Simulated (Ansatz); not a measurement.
**One shape, several levels: quartet SnSiH4OF**

Aim: a comparison of 6 runs (U-r2SCAN/def2-SVP, U-r2SCAN0/def2-SVP, U-revPBE/def2-SVP, UB2PLYP/def2-SVP, UBHLYP/def2-SVP, UPBE0/def2-SVP) of quartet SnSiH4OF. 

Program for the calculation: Ansatz 0.2.0.

106 further runs of the same task are left out: 3 that didn't finish, 103 set aside as unsound or not needed. Runs told in other sessions of the task aren't counted.

## 1. The system as given

The species is SnSiH4OF (8 atoms), meant as a quartet with charge 0. As SMILES of the parent species, `[F][SnH][O][SiH3]`. The shape is that of a PBE0-D4/def2-TZVP optimisation. This is one conformer, not always the lowest. That shape belongs to the parent species and isn't relaxed for this state.

Bond lengths: F1–Sn2 1.929 Å, Sn2–O3 1.951 Å, O3–Si4 1.640 Å, Sn2–H5 1.742 Å, Si4–H6 1.486 Å, Si4–H7 1.486 Å, Si4–H8 1.489 Å. Angles: F1–Sn2–O3 102.1°, Sn2–O3–Si4 137.7°, F1–Sn2–H5 106.1°, O3–Sn2–H5 105.6°, O3–Si4–H6 108.6°, O3–Si4–H7 110.5°, O3–Si4–H8 111.0°, H6–Si4–H7 109.2°, H6–Si4–H8 108.8°, H7–Si4–H8 108.7°.

## 2. The energy at U-r2SCAN/def2-SVP (core potential) (run 1)

Input file run.yaml:

```yaml
crystal:
  periodic: [false, false, false]
  atoms:
    - {symbol: F, position_ang: [-1.607300, 1.731700, 1.020300]}
    - {symbol: Sn, position_ang: [-0.420700, 1.874500, -0.493500]}
    - {symbol: O, position_ang: [0.210000, 0.039300, -0.694400]}
    - {symbol: Si, position_ang: [0.713800, -1.182700, 0.276900]}
    - {symbol: H, position_ang: [-1.435700, 2.176300, -1.877100]}
    - {symbol: H, position_ang: [1.729100, -1.982100, -0.456700]}
    - {symbol: H, position_ang: [-0.427200, -2.061300, 0.643600]}
    - {symbol: H, position_ang: [1.330300, -0.652900, 1.525000]}
basis:
  gaussian:
    orbitals: def2-SVP
magnetization:
  spin_polarized: true
  initial_magnetization: 3
accuracy: high
hamiltonian:
  xc: {name: r2SCAN}
output:
  orbitals: {seedname: orbitals}
```

Started as:

```bash
$ ansatz run run.yaml --threads 1 --pin off --max-ram 3480MiB --events-out events.jsonl --progress --plain --runs-dir runs
```

Standard output:

```text
Warning: RAYON_NUM_THREADS=1 ignored (pool sized by the plan → 1); use --threads N
Functional definition: r2SCAN
  name "r2SCAN"
  parameter k0 = 0.174
  parameter k1 = 0.065
  parameter a1 = 4.9479
  exchange = r2scan_x(k0 = k0, k1 = k1, a1 = a1)
  correlation = r2scan_c
2096 factors; integrals over basis functions are off by at most 8.4e-9 eV
mean field evaluation 1: about -18518.1018 eV, gradient 4.4e1 eV
mean field evaluation 2: about -18456.2948 eV, gradient 1.2e2 eV
mean field evaluation 4: about -18522.4659 eV, gradient 2.3e1 eV
mean field evaluation 8: about -18525.4377 eV, gradient 2.0e0 eV
mean field evaluation 16: about -18525.4589 eV, gradient 5.8e-3 eV
mean field evaluation 32: about -18525.4589 eV, gradient 1.3e-5 eV
mean field evaluation 64: about -18525.4423 eV, gradient 9.6e-1 eV
mean field evaluation 96: about -18524.9263 eV, gradient 2.0e0 eV
mean field -18525.45894822 eV, -680.7980593401 hartree, gradient 5.7e-8 eV, S^2 3.761206; 10 other end points of the search recorded, 0 dependent functions left out
reference -18525.45895174 eV, -680.7980594695 hartree; 30, 27 occupied and 62, 65 virtual orbitals, 2096 factors
Total energy: -18525.45895174 eV, -680.7980594695 hartree
```

Wall time 1.8 min (1 thread of Arm Neoverse V1, shared host); peak memory 0.51 GiB.

## 3. The energy at U-r2SCAN0/def2-SVP (core potential) (run 2)

Changes to run.yaml since step 2:

```diff
@@ -12,11 +12,6 @@
 basis:
-  gaussian:
-    orbitals: def2-SVP
-magnetization:
-  spin_polarized: true
-  initial_magnetization: 3
+  gaussian: {orbitals: def2-SVP}
 accuracy: high
-hamiltonian:
-  xc: {name: r2SCAN}
-output:
-  orbitals: {seedname: orbitals}
+output: {orbitals: {seedname: orbitals}}
+hamiltonian: {xc: {name: r2SCAN0}}
+magnetization: {spin_polarized: true, initial_magnetization: 3}
```

Started as:

```bash
$ ansatz run run.yaml --threads 1 --pin off --max-ram 3480MiB --events-out events.jsonl --progress --plain --runs-dir runs
```

Standard output:

```text
Warning: RAYON_NUM_THREADS=1 ignored (pool sized by the plan → 1); use --threads N
Functional definition: r2SCAN0
  name "r2SCAN0"
  parameter a = 0.25
[... 3 set-up lines as earlier in the session ...]
  exchange = (1 - a)*r2scan_x(k0 = k0, k1 = k1, a1 = a1) + a*exact_x
[... 1 set-up line as earlier in the session ...]
2096 factors; integrals over basis functions are off by at most 8.4e-9 eV
mean field evaluation 1: about -18517.2012 eV, gradient 3.9e1 eV
mean field evaluation 2: about -18493.7862 eV, gradient 8.4e1 eV
mean field evaluation 4: about -18522.8882 eV, gradient 9.8e0 eV
mean field evaluation 8: about -18523.4103 eV, gradient 1.2e0 eV
mean field evaluation 16: about -18523.5978 eV, gradient 2.8e-2 eV
mean field evaluation 32: about -18523.5981 eV, gradient 1.1e-3 eV
mean field evaluation 64: about -18523.5757 eV, gradient 1.6e0 eV
mean field -18523.59808643 eV, -680.7296739305 hartree, gradient 8.5e-8 eV, S^2 3.765980; 6 other end points of the search recorded, 0 dependent functions left out
reference -18523.59808909 eV, -680.7296740284 hartree; 30, 27 occupied and 62, 65 virtual orbitals, 2096 factors
Total energy: -18523.59808909 eV, -680.7296740284 hartree
```

Wall time 1.9 min (1 thread of Arm Neoverse V1, shared host); peak memory 0.69 GiB.

Runs 3 to 4 aren't shown in full; the table further down has their settings and results.

## 4. A single-point energy at UBHLYP/def2-SVP (core potential) (run 5)

Input file molecule.yaml:

```yaml
crystal:
  periodic: [false, false, false]
  atoms:
    - {symbol: F, position_ang: [-1.607300, 1.731700, 1.020300]}
    - {symbol: Sn, position_ang: [-0.420700, 1.874500, -0.493500]}
    - {symbol: O, position_ang: [0.210000, 0.039300, -0.694400]}
    - {symbol: Si, position_ang: [0.713800, -1.182700, 0.276900]}
    - {symbol: H, position_ang: [-1.435700, 2.176300, -1.877100]}
    - {symbol: H, position_ang: [1.729100, -1.982100, -0.456700]}
    - {symbol: H, position_ang: [-0.427200, -2.061300, 0.643600]}
    - {symbol: H, position_ang: [1.330300, -0.652900, 1.525000]}
basis:
  gaussian:
    orbitals: def2-SVP
magnetization:
  spin_polarized: true
  initial_magnetization: 3
hamiltonian:
  xc: {name: BHLYP}
accuracy: high
output: {orbitals: {seedname: orbitals}}
```

Started as:

```bash
$ ansatz run molecule.yaml --threads 1 --pin off --max-ram 3480MiB --events-out events.jsonl --progress --plain --runs-dir runs
```

Standard output:

```text
Warning: RAYON_NUM_THREADS=1 ignored (pool sized by the plan → 1); use --threads N
Functional definition: BHLYP
  name "BHLYP"
  parameter a = 0.5
  exchange = (1 - a)*b88_x + a*exact_x
  correlation = lyp_c
2096 factors; integrals over basis functions are off by at most 8.4e-9 eV
mean field evaluation 1: about -18515.3238 eV, gradient 3.8e1 eV
mean field evaluation 2: about -18504.4751 eV, gradient 6.6e1 eV
mean field evaluation 4: about -18521.1927 eV, gradient 6.7e0 eV
mean field evaluation 8: about -18521.5491 eV, gradient 9.1e-1 eV
mean field evaluation 16: about -18521.6965 eV, gradient 3.7e-2 eV
mean field evaluation 32: about -18521.6972 eV, gradient 2.9e-3 eV
mean field evaluation 64: about -18521.4738 eV, gradient 4.1e0 eV
mean field -18521.69722289 eV, -680.6598184839 hartree, gradient 8.6e-8 eV, S^2 3.764430; 4 other end points of the search recorded, 0 dependent functions left out
reference -18521.69725253 eV, -680.6598195731 hartree; 30, 27 occupied and 62, 65 virtual orbitals, 2096 factors
Total energy: -18521.69725253 eV, -680.6598195731 hartree
```

Run time: 52 s. Hardware: 1 thread of Arm Neoverse V1, shared host; peak memory 0.55 GiB.

## 5. The energy at UPBE0/def2-SVP (core potential) (run 6)

Input file input.yaml:

```yaml
crystal:
  periodic: [false, false, false]
  atoms:
    - {symbol: F, position_ang: [-1.607300, 1.731700, 1.020300]}
    - {symbol: Sn, position_ang: [-0.420700, 1.874500, -0.493500]}
    - {symbol: O, position_ang: [0.210000, 0.039300, -0.694400]}
    - {symbol: Si, position_ang: [0.713800, -1.182700, 0.276900]}
    - {symbol: H, position_ang: [-1.435700, 2.176300, -1.877100]}
    - {symbol: H, position_ang: [1.729100, -1.982100, -0.456700]}
    - {symbol: H, position_ang: [-0.427200, -2.061300, 0.643600]}
    - {symbol: H, position_ang: [1.330300, -0.652900, 1.525000]}
basis:
  gaussian: {orbitals: def2-SVP}
hamiltonian: {xc: {name: PBE0}}
magnetization: {spin_polarized: true, initial_magnetization: 3}
output: {orbitals: {seedname: orbitals}}
accuracy: high
```

Started as:

```bash
$ ansatz run input.yaml --threads 1 --pin off --max-ram 3480MiB --events-out events.jsonl --progress --plain --runs-dir runs
```

Standard output:

```text
Warning: RAYON_NUM_THREADS=1 ignored (pool sized by the plan → 1); use --threads N
Functional definition: PBE0
  name "PBE0"
[... 1 set-up line as earlier in the session ...]
  parameter kappa = 0.804
  parameter beta = 0.06672455060314922
  exchange = (1 - a)*pbe_x(kappa = kappa, mu = beta*pi^2/3) + a*exact_x
  correlation = pbe_c(beta = beta)
2096 factors; integrals over basis functions are off by at most 8.4e-9 eV
mean field evaluation 1: about -18511.1580 eV, gradient 4.1e1 eV
mean field evaluation 2: about -18480.6463 eV, gradient 9.4e1 eV
mean field evaluation 4: about -18517.1207 eV, gradient 1.0e1 eV
mean field evaluation 8: about -18517.6734 eV, gradient 1.3e0 eV
mean field evaluation 16: about -18517.8502 eV, gradient 2.3e-2 eV
mean field evaluation 32: about -18517.8504 eV, gradient 5.4e-4 eV
mean field evaluation 64: about -18517.7730 eV, gradient 9.7e-1 eV
mean field -18517.85036917 eV, -680.5184492173 hartree, gradient 8.0e-8 eV, S^2 3.760487; 6 other end points of the search recorded, 0 dependent functions left out
reference -18517.85037229 eV, -680.5184493319 hartree; 30, 27 occupied and 62, 65 virtual orbitals, 2096 factors
Total energy: -18517.85037229 eV, -680.5184493319 hartree
```

Run time: 48 s. Hardware: 1 thread of Arm Neoverse V1, shared host; peak memory 0.52 GiB.

## 6. Overview of the runs

| run | level | frozen core orbitals | energy (Eh) | HOMO energy (eV) | ⟨S²⟩ | wall time |
| --- | --- | --- | --- | --- | --- | --- |
| 1 | U-r2SCAN/def2-SVP (core potential) | – | -680.798059 | -1.76 | 3.761 | 1.8 min |
| 2 | U-r2SCAN0/def2-SVP (core potential) | – | -680.729674 | -2.46 | 3.766 | 1.9 min |
| 3 | U-revPBE/def2-SVP (core potential) | – | -680.753424 | -1.59 | 3.755 | 40 s |
| 4 | UB2PLYP/def2-SVP (core potential) | 11 | -680.257691 | -2.80 | 3.764 | 71 s |
| 5 | UBHLYP/def2-SVP (core potential) | – | -680.659820 | -2.83 | 3.764 | 52 s |
| 6 | UPBE0/def2-SVP (core potential) | – | -680.518449 | -2.35 | 3.760 | 48 s |

## 7. What came out

```
                                 quantity          value
                      run 6: total energy  -680.51845 Eh
run 6: HOMO energy (highest over α and β)       -2.35 eV
                              run 6: ⟨S²⟩          3.760
```

**Reading.** Totals of different functionals can't be ranked against each other. All runs together took 7.2 min, the longest 1.9 min.
